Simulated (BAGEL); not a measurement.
# B3LYP/def2-SVP (density fitting with qzvpp-jkfit) run of CH3FGeO (SMILES O=[CH][GeH2][F])

Aim: the energy change on altering one bond length of CH3FGeO at B3LYP/def2-SVP (density fitting with qzvpp-jkfit), from 2 runs. 

The results are computed with BAGEL 1.2.2.

1 further run of the same task is left out (it didn't finish).

### Step 1. The system as given

The species is CH3FGeO (7 atoms), meant as a singlet with charge 0. SMILES: `O=[CH][GeH2][F]`. Geometry: a GFN2-xTB relaxation, a rough one for these elements and not checked as a minimum. This is one conformer, not always the lowest.

Bond lengths: O1–C2 1.192 Å, C2–Ge3 2.021 Å, Ge3–F4 1.754 Å, C2–H5 1.111 Å, Ge3–H6 1.509 Å, Ge3–H7 1.507 Å. Angles: O1–C2–Ge3 125.4°, C2–Ge3–F4 100.1°, O1–C2–H5 121.4°, Ge3–C2–H5 113.1°, C2–Ge3–H6 117.9°, C2–Ge3–H7 118.6°, F4–Ge3–H6 100.7°, F4–Ge3–H7 103.3°, H6–Ge3–H7 112.2°.

### Step 2. The energy at B3LYP/def2-SVP (density fitting with qzvpp-jkfit)

Input file dft.json:

```json
{ "bagel" : [

{
  "title" : "molecule",
  "basis" : "svp",
  "df_basis" : "qzvpp-jkfit",
  "angstrom" : "true",
  "geometry" : [
    { "atom" : "O", "xyz" : [      -1.110160,       1.823780,      -0.586570 ] },
    { "atom" : "C", "xyz" : [      -0.467430,       0.841770,      -0.794110 ] },
    { "atom" : "Ge", "xyz" : [       0.322220,      -0.363080,       0.623160 ] },
    { "atom" : "F", "xyz" : [       0.139830,      -1.920750,      -0.162650 ] },
    { "atom" : "H", "xyz" : [      -0.275510,       0.483530,      -1.827630 ] },
    { "atom" : "H", "xyz" : [       1.817080,      -0.327390,       0.828400 ] },
    { "atom" : "H", "xyz" : [      -0.426030,      -0.537870,       1.919390 ] }
  ]
},

{
  "title" : "ks",
  "xc_func" : "b3lyp"
},

{
  "title" : "print",
  "file" : "orbitals.molden",
  "orbitals" : "true"
}

]}
```

Launch:

```console
$ BAGEL_NUM_THREADS=1 BAGEL dft.json > dft.out
```

Log:

```text
* using 1 threads per process

  ===============================================================
  ===============================================================

  *** Geometry ***

  { "atom" : "O", "xyz" : [     -2.097898,      3.446445,     -1.108457 ] },
  { "atom" : "C", "xyz" : [     -0.883315,      1.590715,     -1.500650 ] },
  { "atom" : "Ge", "xyz" : [      0.608908,     -0.686122,      1.177602 ] },
  { "atom" : "F", "xyz" : [      0.264240,     -3.629691,     -0.307364 ] },
  { "atom" : "H", "xyz" : [     -0.520638,      0.913739,     -3.453720 ] },
  { "atom" : "H", "xyz" : [      3.433784,     -0.618677,      1.565449 ] },
  { "atom" : "H", "xyz" : [     -0.805080,     -1.016427,      3.627121 ] },

  Number of auxiliary basis functions:      549

  Since a DF basis is specified, we compute 2- and 3-index integrals:
    o Being stored without compression. Storage requirement is 0.035 GB

  Number of basis functions:       89
  Number of electrons      :       58

    * METHOD: MOLECULE                             0.32

  *** Kohn-Sham DFT ***

    * Removing 11837 points whose weight is below 1.00e-10
    * Grid points: 92505

  === Nuclear Repulsion ===
   268.9859057027

       - DIIS with orbital gradients will be used.

  === KS iteration (b3lyp / svp) ===
      0      -2196.97836704          0.10845957           0.47
      1      -1812.80415686          0.22306453           0.46
      2      -2092.53592944          0.10970117           0.46
      3      -2082.70706747          0.21709832           0.45
      4      -2097.55471620          0.21709683           0.45
      5      -2112.83915933          0.20963974           0.43
      6      -2097.02279656          0.19537973           0.44
      7      -2074.01170112          0.25204526           0.44
      8      -2165.82351675          0.12509465           0.45
      9      -2167.00645130          0.24277241           0.45
     10      -2172.34222793          0.35624920           0.47
     11      -2227.66370161          0.26621066           0.46
     12      -2138.66816638          0.21457217           0.45
     13      -2131.66812619          0.20079873           0.44
     14      -2210.58363259          0.13101699           0.45
     15      -2257.83281716          0.24342758           0.43
     16      -2268.10609273          0.12274539           0.43
     17      -2255.35025440          0.30290515           0.43
     18      -2262.51636064          0.27459563           0.43
     19      -2207.51129367          0.18553821           0.43
     20      -2236.65999133          0.13652922           0.42
     21      -2277.43784613          0.11722535           0.42
     22      -2284.92413943          0.09761601           0.42
     23      -2287.32916581          0.07129426           0.43
     24      -2291.44306603          0.01702121           0.43
     25      -2291.07285766          0.03248688           0.43
     26      -2291.56863155          0.00716065           0.44
     27      -2291.59061712          0.00149186           0.43
     28      -2291.59172944          0.00026405           0.44
     29      -2291.59177032          0.00007135           0.44
     30      -2291.59177214          0.00004818           0.44
     31      -2291.59177288          0.00003352           0.43
     32      -2291.59177344          0.00000549           0.42
     33      -2291.59177345          0.00000078           0.42
     34      -2291.59177345          0.00000020           0.42
     35      -2291.59177345          0.00000009           0.41
     36      -2291.59177345          0.00000003           0.42
     37      -2291.59177345          0.00000001           0.42
    * SCF iteration converged.

    * Permanent dipole moment:
           (   -0.447229,    -0.263250,    -0.228333) a.u.

    * METHOD: KS                                  16.98

    * METHOD: PRINT                                0.01

  ===============================================================
```

Run time: 18 s. Hardware: 1 thread of Arm Neoverse V2, shared host; peak memory 0.43 GiB.

### Step 3. The distorted shape at the same level

Input file job.json:

```json
{ "bagel" : [

{
  "title" : "molecule",
  "basis" : "svp",
  "df_basis" : "qzvpp-jkfit",
  "angstrom" : "true",
  "geometry" : [
    { "atom" : "O", "xyz" : [   -2.306097,    1.795227,   -0.750769 ] },
    { "atom" : "C", "xyz" : [   -1.663367,    0.813217,   -0.958309 ] },
    { "atom" : "Ge", "xyz" : [   -0.873717,   -0.391633,    0.458961 ] },
    { "atom" : "F", "xyz" : [   -1.056107,   -1.949303,   -0.326849 ] },
    { "atom" : "H", "xyz" : [   -1.471447,    0.454977,   -1.991829 ] },
    { "atom" : "H", "xyz" : [    1.817080,   -0.327390,    0.828400 ] },
    { "atom" : "H", "xyz" : [   -1.621967,   -0.566423,    1.755191 ] }
  ]
},
{
  "title" : "ks",
  "xc_func" : "b3lyp"
},
{
  "title" : "print",
  "file" : "orbitals.molden",
  "orbitals" : "true"
}

]}
```

Launch:

```console
$ BAGEL_NUM_THREADS=1 BAGEL job.json > job.out
```

Log:

```text
* using 1 threads per process

  ===============================================================
  ===============================================================

  *** Geometry ***

  { "atom" : "O", "xyz" : [     -4.357892,      3.392487,     -1.418748 ] },
  { "atom" : "C", "xyz" : [     -3.143308,      1.536757,     -1.810942 ] },
  { "atom" : "Ge", "xyz" : [     -1.651086,     -0.740079,      0.867311 ] },
  { "atom" : "F", "xyz" : [     -1.995753,     -3.683649,     -0.617655 ] },
  { "atom" : "H", "xyz" : [     -2.780632,      0.859782,     -3.764011 ] },
  { "atom" : "H", "xyz" : [      3.433784,     -0.618677,      1.565449 ] },
  { "atom" : "H", "xyz" : [     -3.065073,     -1.070384,      3.316830 ] },

  Number of auxiliary basis functions:      549

  Since a DF basis is specified, we compute 2- and 3-index integrals:
    o Being stored without compression. Storage requirement is 0.035 GB

  Number of basis functions:       89
  Number of electrons      :       58

    * METHOD: MOLECULE                             0.31

  *** Kohn-Sham DFT ***

    * Removing 11092 points whose weight is below 1.00e-10
    * Grid points: 93250

  === Nuclear Repulsion ===
   262.8858793198

       - DIIS with orbital gradients will be used.

  === KS iteration (b3lyp / svp) ===
      0      -2196.39503611          0.10646828           0.47
      1      -1815.69363988          0.22264918           0.45
      2      -2091.66652954          0.10618093           0.46
      3      -2079.75127318          0.23069162           0.45
      4      -2087.43370462          0.21319798           0.45
      5      -2089.17515501          0.21328754           0.45
      6      -2089.18874592          0.21348073           0.45
      7      -1905.36673590          0.24513398           0.46
      8      -2163.24861013          0.11161556           0.46
      9      -2141.24518399          0.19143528           0.45
     10      -2147.64566434          0.19902158           0.46
     11      -2156.89773108          0.20168718           0.45
     12      -2160.69999590          0.20676993           0.45
     13      -2138.98114489          0.18876271           0.45
     14      -2166.38914067          0.12023734           0.45
     15      -2148.25890609          0.19748523           0.45
     16      -2149.19999735          0.20218731           0.45
     17      -2169.58723176          0.20304005           0.46
     18      -2145.97487511          0.17891897           0.45
     19      -2155.62601212          0.19603153           0.45
     20      -2207.26930858          0.11933077           0.46
     21      -2259.70803862          0.13010207           0.45
     22      -2214.32449167          0.16716901           0.46
     23      -2255.06997904          0.24776380           0.45
     24      -2209.13404123          0.24754173           0.45
     25      -2255.87398976          0.25463448           0.45
     26      -2231.75232952          0.14244690           0.45
     27      -2239.16143772          0.14199569           0.45
     28      -2286.92935567          0.09943789           0.45
     29      -2289.38281697          0.05780110           0.45
     30      -2290.74756998          0.03328100           0.45
     31      -2291.00395469          0.02486210           0.45
     32      -2291.32725384          0.01333093           0.46
     33      -2291.46513165          0.00396560           0.45
     34      -2291.47878509          0.00251641           0.45
     35      -2291.48534847          0.00040832           0.45
     36      -2291.48552846          0.00017960           0.45
     37      -2291.48554807          0.00003767           0.45
     38      -2291.48554894          0.00000940           0.46
     39      -2291.48554898          0.00000642           0.45
     40      -2291.48554900          0.00000178           0.45
     41      -2291.48554900          0.00000158           0.46
     42      -2291.48554900          0.00000038           0.45
     43      -2291.48554900          0.00000030           0.45
     44      -2291.48554900          0.00000007           0.45
     45      -2291.48554900          0.00000005           0.45
     46      -2291.48554900          0.00000001           0.45
     47      -2291.48554900          0.00000002           0.45
     48      -2291.48554900          0.00000000           0.45
    * SCF iteration converged.

    * Permanent dipole moment:
           (    0.352771,    -0.267054,     0.005749) a.u.

    * METHOD: KS                                  22.58

    * METHOD: PRINT                                0.01

  ===============================================================
```

Wall time 23 s (1 thread of Arm Neoverse V2, shared host); peak memory 0.43 GiB.

### Step 4. Summary of results

Level: B3LYP/def2-SVP (density fitting with qzvpp-jkfit).

| quantity | value |
| --- | --- |
| first shape: total energy | -2291.59177 Eh |
| first shape: dipole moment | 1.44 D |
| first shape: HOMO energy | -7.12 eV |
| first shape: LUMO energy | -2.07 eV |
| first shape: HOMO–LUMO gap | 5.05 eV |
| distorted shape: total energy | -2291.48555 Eh |
| distorted shape: dipole moment | 1.12 D |
| distorted shape: HOMO energy | -7.04 eV |
| distorted shape: LUMO energy | -3.72 eV |
| distorted shape: HOMO–LUMO gap | 3.32 eV |
| energy change with the Ge3–H6 bond stretched from 1.509 to 2.717 Å | 2.891 eV |

**Reading.** One bond (distorted shape) is far stretched, which a spin-restricted single reference describes badly; a broken-symmetry solution may lie lower. With the Ge3–H6 bond stretched from 1.509 to 2.717 Å the energy rises by 2.89 eV (67 kcal/mol). The first shape isn't relaxed at this level, so the change isn't measured from a minimum. A restricted reference can't describe the breaking bond well at this length.
